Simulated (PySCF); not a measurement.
**SrLi: the SCF solver's settings**

The same problem is solved with other solver options, one edit a run.

Computed with PySCF 2.14.0. Level: each script names its method and basis.

5 further runs of the same task are left out: 2 for a known fault of the program, 3 that didn't finish.

### Step 1. The system as given

SrLi: 2 atoms, charge 0, spin multiplicity 2.

Bond lengths: Sr1–Li2 3.145 Å.

### Step 2. The run that the others are compared with

File input.py:

```python
from pyscf import gto, scf, mp

mol = gto.M(
    atom='Sr 0 0 0; Li 0 0 3.145',
    basis='def2-tzvpp',
    ecp={'Sr': 'def2-tzvpp'},
    charge=0,
    spin=1,
    verbose=4,
)
mf = scf.UHF(mol)
mf.kernel()
mp.MP2(mf).kernel()
mf.dip_moment()
print('orbital energies (hartree):', [e[max(0, n-3):n+3].round(4) for e, n in zip(mf.mo_energy, mol.nelec)])
```

The run is started by

```console
$ python input.py
```

The log of this run is left out.

Base result: E(SCF) = -37.775001 Eh, E(MP2) − E(SCF) = -0.23826 Eh, ⟨S²⟩ = 0.878, μ = 0.35 D (of the SCF density).

The bond length is a typed value, not an optimised one.

### Step 3. Convergence threshold 1e-16 hartree

Variant 1 changes convergence threshold: default → 1e-16 hartree.

File input.py:

```python
from pyscf import gto, scf, mp

mol = gto.M(
    atom='Sr 0 0 0; Li 0 0 3.145',
    basis='def2-tzvpp',
    ecp={'Sr': 'def2-tzvpp'},
    charge=0,
    spin=1,
    verbose=4,
)
mf = scf.UHF(mol)
mf.conv_tol = 1e-16
mf.kernel()
mp.MP2(mf).kernel()
mf.dip_moment()
print('orbital energies (hartree):', [e[max(0, n-3):n+3].round(4) for e, n in zip(mf.mo_energy, mol.nelec)])
```

The run is started by

```console
$ python input.py
```

### Step 4. Initial guess hcore

Variant 2 changes initial guess: minao → hcore.

Changes to input.py since step 2:

```diff
@@ -11,2 +11,3 @@
 mf = scf.UHF(mol)
+mf.init_guess = 'hcore'
 mf.kernel()
```

### Step 5. Convergence threshold 1e-05 hartree

Variant 3 changes convergence threshold: default → 1e-05 hartree.

Changes to input.py since step 2:

```diff
@@ -11,2 +11,3 @@
 mf = scf.UHF(mol)
+mf.conv_tol = 1e-05
 mf.kernel()
```

**Question.** What will these runs give? Wanted: for each run, E(SCF); from base; gap, α spin; SCF dipole; after the SCF.

**Answer**, as computed:

| run | E(SCF) (hartree) | from base (eV) | cycles | gap, α spin (eV) | SCF dipole (D) | after the SCF |
| --- | --- | --- | --- | --- | --- | --- |
| base | -37.775001 | 0 | 16 | 4.63 | 0.35 | MP2 correlation -6.483 eV |
| convergence threshold 1e-16 hartree | -37.775001 | 0.0000 | 35 | 4.63 | 0.35 | MP2 correlation -6.483 eV |
| initial guess hcore | -37.746400 | +0.7783 | 20 | 3.22 | 0.65 | MP2 correlation -6.533 eV |
| convergence threshold 1e-05 hartree | -37.774999 | +0.0001 | 10 | 4.63 | 0.26 | MP2 correlation -6.485 eV |

Distance from each run's final energy (log10 hartree) by cycle:

| run | cycle 1 | cycle 2 | cycle 3 | cycle 5 | cycle 8 | cycle 12 |
| --- | --- | --- | --- | --- | --- | --- |
| base | -1.6 | -2.3 | -2.5 | -3.1 | -4.6 | -7.1 |
| convergence threshold 1e-16 hartree | -1.6 | -2.3 | -2.5 | -3.1 | -4.6 | -7.1 |
| initial guess hcore | 0.2 | 0.0 | -0.7 | -2.4 | -2.5 | -4.4 |
| convergence threshold 1e-05 hartree | -1.6 | -2.3 | -2.5 | -3.1 | -4.7 | done |

What this shows: No change of the SCF energy comes from convergence threshold 1e-16 hartree or convergence threshold 1e-05 hartree. With initial guess hcore the SCF ends in another solution, 0.78 eV higher: the path to self-consistency decides the state here.
